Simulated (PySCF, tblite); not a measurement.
**C5H11BO2Si: geometry, infrared bands and NMR shifts**

Aim: predict the infrared bands and NMR shifts of C5H11BO2Si (`C[O+]([SiH3])[BH2-]c1ccco1`).

Computed with tblite 0.8.0 and PySCF 2.14.0, with density-fitted response routines of our own, on a single molecule in the gas phase. Atoms count from 0, in the outputs and in this text.

### 1 The starting structure

20 atoms, charge 0, multiplicity 1; geometry from: force field or distance geometry start.

Bonds of the start (Å): C0–O1 1.40, O1–Si2 1.74, O1–B3 1.46, B3–C4 1.58, C4–C5 1.38, C5–C6 1.40, C6–C7 1.39, C7–O8 1.31, O8–C4 1.32, C0–H9 1.12, C0–H10 1.11, C0–H11 1.11, Si2–H12 1.48, Si2–H13 1.49, Si2–H14 1.46, B3–H15 1.20, B3–H16 1.22, C5–H17 1.06, C6–H18 1.08, C7–H19 1.08.

### 2 Optimising the geometry with GFN2-xTB

Job settings and geometry (Å):

```
{"job": {"kind": "relax", "xc": "GFN2-xTB", "basis": "xTB"}, "charge": 0, "multiplicity": 1}
C     -2.028900     1.282100    -0.594900
O     -1.235200     0.128400    -0.627400
Si    -2.359500    -1.179500    -0.433700
B     -0.332800     0.049800     0.515400
C      1.187900    -0.104700     0.116300
C      2.244900     0.576300     0.683200
C      3.410500     0.166100     0.029300
C      2.984900    -0.760000    -0.919400
O      1.681100    -0.879100    -0.828300
H     -2.903700     1.130900     0.087600
H     -1.431700     2.147200    -0.250100
H     -2.353700     1.526400    -1.628900
H     -3.426200    -1.015200    -1.439200
H     -2.930600    -1.192400     0.938500
H     -1.613600    -2.418500    -0.599700
H     -0.487100     0.991600     1.245500
H     -0.641400    -0.922400     1.186200
H      2.152500     1.271100     1.477700
H      4.419200     0.485500     0.224600
H      3.658200    -1.272700    -1.595200
```

Command:

```bash
$ OMP_NUM_THREADS=1 python probes_run.py task.json out
```

This one command runs all jobs of the session in turn.

**Question.** This job is followed by: GFN2-xTB harmonic vibrations, gas phase; GIAO PBE0/pcSseg-1 NMR shielding, non-relativistic, gas phase. Predict these results of the whole session: strongest single infrared mode (GFN2-xTB); zero-point energy (GFN2-xTB); 13C shifts against TMS (PBE0/pcSseg-1); 1H shifts against TMS (PBE0/pcSseg-1, means over atoms taken as alike); 17O shifts against H2O (PBE0/pcSseg-1); 29Si shifts against TMS (PBE0/pcSseg-1); 11B shifts against BF3·OEt2 (PBE0/pcSseg-1).

As calculated:

```
                                                              quantity                                   value
                             strongest single infrared mode (GFN2-xTB)                   2232 cm⁻¹, 301 km/mol
                                          zero-point energy (GFN2-xTB)                           92.5 kcal/mol
                                13C shifts against TMS (PBE0/pcSseg-1)    173.3, 147.6, 122.8, 116.7, 62.0 ppm
1H shifts against TMS (PBE0/pcSseg-1, means over atoms taken as alike)  7.64, 6.71, 6.59, 5.25, 3.73, 3.60 ppm
                                17O shifts against H2O (PBE0/pcSseg-1)                         312.6, -5.8 ppm
                               29Si shifts against TMS (PBE0/pcSseg-1)                               -13.0 ppm
                           11B shifts against BF3·OEt2 (PBE0/pcSseg-1)                                -2.1 ppm
```

What this shows: Relaxing lowered the energy by 1.263 eV in 139 steps; the close pair that moved most is O1–B3, from 1.458 to 1.640 Å. No mode is imaginary among the 54: a minimum at this level. The strongest single mode, at 2232 cm⁻¹, moves mainly H12. Unscaled tight-binding wavenumbers are off by several per cent, some by more. Its intensities can rank the bands wrongly. At PBE0/pcSseg-1: The largest span, 369 ppm, is at O8, where the paramagnetic term is -376 ppm. NICS(1)zz of -27 ppm above the planar ring from C4 marks a diatropic (aromatic) ring current.
